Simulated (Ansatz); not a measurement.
# CH₅GeO₂ radical: up Jacob's ladder to CCSD(T)

How much do the methods differ for CH₅GeO₂ radical? The plan is to run it at one geometry with functionals of several rungs and with coupled cluster, and see how far each lands from CCSD(T) at the basis-set limit for the atomisation energy.

Computed with Ansatz 0.2.0, Gaussian basis. Level: functionals in def2-TZVPP, the program's frozen cores in correlated methods.

The runs, in order: PBE-D4, r2SCAN-D4, PBE0-D4, B3LYP-D4, ωB97X-V, ωB97M-V, B2PLYP; CCSD(T)/def2-TZVPP; MP2/def2-QZVPP; extrapolation to the limit.

## (1) Structure used throughout

An earlier PBE0-D4/def2-TZVP relaxation fixed the geometry.

SMILES `C[O][GeH][OH]`, 9 atoms, charge 0, spin multiplicity 2.

Atoms are counted from 1 here; the program's logs count them from 0.

Bond lengths: C1–O2 1.408 Å, C1–H5 1.098 Å, C1–H6 1.096 Å, C1–H7 1.092 Å, O2–Ge3 1.786 Å, Ge3–O4 1.774 Å, Ge3–H8 1.568 Å, O4–H9 0.962 Å. Angles: O2–C1–H5 112.3°, O2–C1–H6 111.9°, O2–C1–H7 107.9°, H5–C1–H6 108.4°, H5–C1–H7 108.0°, H6–C1–H7 108.1°, C1–O2–Ge3 120.7°, O2–Ge3–O4 103.1°, O2–Ge3–H8 109.6°, O4–Ge3–H8 105.8°, Ge3–O4–H9 111.7°.

## (2) PBE-D4 (GGA)

in.yaml reads:

```yaml
crystal:
  periodic: [false, false, false]
  atoms:
    - {symbol: C, position_ang: [-1.357730, 0.689695, 0.011235]}
    - {symbol: O, position_ang: [-0.388511, -0.273455, -0.328020]}
    - {symbol: Ge, position_ang: [1.128216, -0.408488, 0.604664]}
    - {symbol: O, position_ang: [2.082424, -1.566779, -0.342162]}
    - {symbol: H, position_ang: [-0.925690, 1.691692, 0.131109]}
    - {symbol: H, position_ang: [-1.888642, 0.428476, 0.933928]}
    - {symbol: H, position_ang: [-2.087418, 0.731629, -0.800704]}
    - {symbol: H, position_ang: [1.910831, 0.948177, 0.533888]}
    - {symbol: H, position_ang: [1.526521, -2.240956, -0.743939]}
basis:
  gaussian: {orbitals: def2-TZVPP}
magnetization: {spin_polarized: true, initial_magnetization: 1}
hamiltonian: {xc: pbe, dispersion: d4}
output: {forces: true, orbitals: {seedname: orbitals}}
```

Started as:

```sh
ansatz run in.yaml --threads 2 --pin off --events-out ev --progress --plain --max-ram 32768MiB --backend cpu
```

The runs that follow: r2SCAN-D4 (meta-GGA); PBE0-D4 (hybrid); B3LYP-D4 (hybrid); ωB97X-V (range-separated); ωB97M-V (range-separated); B2PLYP (double hybrid); CCSD(T) in def2-TZVPP; MP2 in def2-QZVPP.

Q: Predict the results of all the runs planned. Wanted: atomisation energy, CCSD(T)/CBS; farthest; mean size of error, hybrid; mean size of error, range-separated; gap, smallest and largest; T1 diagnostic; triples share of the correlation energy.

The runs gave:

| quantity | value |
| --- | --- |
| atomisation energy, CCSD(T)/CBS | 740.9 kcal/mol |
| functionals within 7.4 kcal/mol (1.0 %) | r2SCAN-D4, PBE0-D4, B3LYP-D4, ωB97X-V, ωB97M-V |
| farthest | PBE-D4 (+14.3 kcal/mol) |
| mean size of error, hybrid | 4.7 kcal/mol |
| mean size of error, range-separated | 1.3 kcal/mol |
| gap, smallest and largest | 1.18 eV (PBE-D4), 7.44 eV (ωB97X-V) |
| T1 diagnostic | 0.0151 |
| triples share of the correlation energy | 3.6 % |

**Reading.** PBE-D4 is off by +14.3 kcal/mol, about 1.8 kcal/mol a bond. Double hybrids carry the basis error of their MP2 part in triple zeta, and no dispersion term here, so their miss is partly the set-up's. The reference freezes the cores and leaves out relativity and excitations past (T), and its outer-core shells are covered unevenly, so misses under about 7.4 kcal/mol can't be ranked. Hartree-Fock recovers 69 % of the binding; the rest is correlation. The gap grows from 1.2 to 7.4 eV across the functionals, mostly with the share of exact exchange. Correlated methods include outer-core shells of Ge, which these sets cover unevenly.
